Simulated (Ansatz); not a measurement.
# Alloy of InP and GaP (20 of 32 In sites exchanged), 64 atoms

How does this alloy cell relax, and what gap do PBEsol and HSE06 give?

All numbers are computed with Ansatz 0.2.0 (PAW, plane waves).

## Step 1: The starting cell

64 atoms (20 Ga, 12 In, 32 P); a = 11.211 Å, b = 11.211 Å, c = 11.211 Å, α = 90.00°, β = 90.00°, γ = 90.00°. All atoms were shaken off their sites by about 0.02 Å along each axis; atoms next to an added one may be pushed further to make room.

The runs, in order: (2) PBEsol cell relaxation at the single k point (¼, ¼, ¼), on 1 × NVIDIA GB200 with 8 threads of Arm Neoverse-V2; (3) HSE06 single point at the single k point (¼, ¼, ¼), on 1 × NVIDIA GB200 with 8 threads of Arm Neoverse-V2.

## Step 2: PBEsol relaxation of the cell and the positions

File in.yaml:

```yaml
crystal:
  lattice:
    - [11.211013, 0.000000, 0.000000]
    - [0.000000, 11.211013, 0.000000]
    - [0.000000, 0.000000, 11.211013]
  atoms:
    - { symbol: Ga, position: [0.002050, 0.998090, 0.996276] }
    - { symbol: Ga, position: [0.000427, 0.997568, 0.499826] }
    - { symbol: Ga, position: [0.999865, 0.500767, 0.999744] }
    - { symbol: Ga, position: [0.499517, 0.000977, 0.995787] }
    - { symbol: Ga, position: [0.500949, 0.000910, 0.501549] }
    - { symbol: Ga, position: [0.248991, 0.244819, 0.001792] }
    - { symbol: Ga, position: [0.251886, 0.752768, 0.998582] }
    - { symbol: Ga, position: [0.253578, 0.748909, 0.499777] }
    - { symbol: Ga, position: [0.749775, 0.750219, 0.997432] }
    - { symbol: Ga, position: [0.748904, 0.749035, 0.498144] }
    - { symbol: Ga, position: [0.250990, 0.003938, 0.249855] }
    - { symbol: Ga, position: [0.248849, 0.997864, 0.751817] }
    - { symbol: Ga, position: [0.252107, 0.502547, 0.251630] }
    - { symbol: Ga, position: [0.750669, 0.999031, 0.249282] }
    - { symbol: Ga, position: [0.750257, 0.000287, 0.752060] }
    - { symbol: Ga, position: [0.001726, 0.247987, 0.250525] }
    - { symbol: Ga, position: [0.002662, 0.747503, 0.250279] }
    - { symbol: Ga, position: [0.997659, 0.748449, 0.748270] }
    - { symbol: Ga, position: [0.500114, 0.752045, 0.249882] }
    - { symbol: Ga, position: [0.498007, 0.747258, 0.752253] }
    - { symbol: In, position: [0.001567, 0.502683, 0.499245] }
    - { symbol: In, position: [0.500834, 0.499897, 0.999610] }
    - { symbol: In, position: [0.497992, 0.501471, 0.500032] }
    - { symbol: In, position: [0.249916, 0.250072, 0.500814] }
    - { symbol: In, position: [0.748220, 0.249450, 0.002771] }
    - { symbol: In, position: [0.747323, 0.250996, 0.499110] }
    - { symbol: In, position: [0.248641, 0.498756, 0.752721] }
    - { symbol: In, position: [0.750175, 0.500051, 0.250308] }
    - { symbol: In, position: [0.752216, 0.497398, 0.748774] }
    - { symbol: In, position: [0.999559, 0.250914, 0.746578] }
    - { symbol: In, position: [0.500932, 0.247172, 0.252065] }
    - { symbol: In, position: [0.498749, 0.249683, 0.750005] }
    - { symbol: P, position: [0.126330, 0.125366, 0.124728] }
    - { symbol: P, position: [0.122568, 0.121535, 0.624876] }
    - { symbol: P, position: [0.123026, 0.623432, 0.125885] }
    - { symbol: P, position: [0.125951, 0.624524, 0.620983] }
    - { symbol: P, position: [0.624593, 0.122895, 0.127969] }
    - { symbol: P, position: [0.624058, 0.123238, 0.622967] }
    - { symbol: P, position: [0.622667, 0.625565, 0.128934] }
    - { symbol: P, position: [0.623528, 0.624555, 0.626693] }
    - { symbol: P, position: [0.378204, 0.373986, 0.122588] }
    - { symbol: P, position: [0.377102, 0.373311, 0.627145] }
    - { symbol: P, position: [0.377282, 0.875113, 0.124218] }
    - { symbol: P, position: [0.375352, 0.874240, 0.621371] }
    - { symbol: P, position: [0.874755, 0.375734, 0.123957] }
    - { symbol: P, position: [0.872364, 0.375043, 0.625752] }
    - { symbol: P, position: [0.873112, 0.875962, 0.125748] }
    - { symbol: P, position: [0.877600, 0.873145, 0.627076] }
    - { symbol: P, position: [0.379435, 0.123501, 0.375482] }
    - { symbol: P, position: [0.375747, 0.126111, 0.873989] }
    - { symbol: P, position: [0.374900, 0.624955, 0.375453] }
    - { symbol: P, position: [0.374730, 0.625341, 0.875065] }
    - { symbol: P, position: [0.872956, 0.125732, 0.375443] }
    - { symbol: P, position: [0.874917, 0.125131, 0.875130] }
    - { symbol: P, position: [0.875441, 0.624363, 0.375840] }
    - { symbol: P, position: [0.876054, 0.625866, 0.877021] }
    - { symbol: P, position: [0.123544, 0.371593, 0.374734] }
    - { symbol: P, position: [0.126511, 0.376479, 0.876300] }
    - { symbol: P, position: [0.123193, 0.877717, 0.376133] }
    - { symbol: P, position: [0.123662, 0.876582, 0.872879] }
    - { symbol: P, position: [0.623294, 0.373251, 0.377224] }
    - { symbol: P, position: [0.621363, 0.375107, 0.875421] }
    - { symbol: P, position: [0.624518, 0.876064, 0.377547] }
    - { symbol: P, position: [0.625072, 0.874595, 0.874037] }
  symmetry: { detect: false }
kpoints:
  mp_grid: { grid: [1, 1, 1], shift: [0.25, 0.25, 0.25] }
hamiltonian:
  xc: pbesol
scf:
  occupations: { method: fermi_dirac, width: 0.01 }
relax:
  f_tol: 0.03
  max_steps: 80
  escape_saddle: false
  adjacent_minimum: "off"
  cell: { fix: [shape] }
output:
  forces: true
  eigenvalues: true
  populations: true
```

The run is started by

```console
$ ansatz run in.yaml --threads 8 --pin off --max-ram 118750MiB --runs-dir r --events-out ev --progress --plain --backend cuda --devices 0, --max-vram 170GiB
```

After this run come: HSE06 on the final geometry.

What does the calculation give? Wanted: for each run, top filled to lowest empty.

As calculated:

```
             level         time  top filled to lowest empty (eV)
PBEsol, relaxation  6.8 s (GPU)                             1.63
             HSE06   24 s (GPU)                             2.56
```

```
     quantity                                                                         value
   relaxation                                              5 recorded steps, 3.34 eV gained
largest shift                                                                  0.23 Å (P55)
 relaxed cell  a = 11.207 Å, b = 11.207 Å, c = 11.207 Å, α = 90.00°, β = 90.00°, γ = 90.00°
   mean bonds                                                      Ga–P 2.379, In–P 2.511 Å
```

**What this shows.** Relaxation gains 3.34 eV, with shifts up to 0.23 Å (P55), while the volume changes by -0.1 %. Part of this undoes the random shake of the start. The mean lengths of the listed bonds run from Ga–P 2.38 Å to In–P 2.51 Å. At the same k points, PBEsol gives a spacing 0.93 eV smaller than the 2.56 eV of HSE06. With one k point the spacing samples only the states that fold onto it, so it can exceed the gap over the zone.
